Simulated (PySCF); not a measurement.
# C6H9NO2: magnetic properties

Programs: PySCF 2.14.0, with routines of our own; each step states its level. All values are computed. Atoms count from 0.

### 1 The starting structure

18 atoms, charge 0, multiplicity 1; geometry from: GFN2-xTB.

### 2 Magnetic properties: GIAO B97-2/pcSseg-1

What the job is given:

```
{"job": {"kind": "mag", "xc": "B97-2", "basis": "pcSseg-1", "isotopologues": 0}, "charge": 0, "multiplicity": 1}
O      2.341250     0.370248     1.994351
C      2.733156     0.038639     0.904011
N      1.986010    -0.221659    -0.192165
C      0.582887    -0.182179    -0.304439
C      0.001746    -0.673274    -1.402110
O     -1.337515    -0.722518    -1.635055
C     -2.144891    -0.421968    -0.512346
C     -1.613233     0.782416     0.256958
C     -0.218539     0.460342     0.790716
H      3.810385    -0.088540     0.677134
H      2.465096    -0.543950    -1.020886
H      0.558458    -1.085346    -2.232138
H     -2.182486    -1.297837     0.149851
H     -3.144053    -0.235986    -0.913001
H     -1.561484     1.634377    -0.423573
H     -2.292471     1.028757     1.071899
H     -0.276088    -0.204609     1.656061
H      0.283012     1.369407     1.123075
```

With the program's defaults for keys left out, this is: GIAO B97-2/pcSseg-1 magnetisability, rotational g tensor and spin-rotation constants, non-relativistic, gas phase.

On the command line:

```console
$ OMP_NUM_THREADS=1 python excited_run.py task.json out
```

The driver reads the jobs from task.json and runs them one after another.

Q: Estimate the wall time and peak memory of this first job on 1 thread of Arm Neoverse V1, shared host.

About 35 s, with a peak of 0.91 GiB.
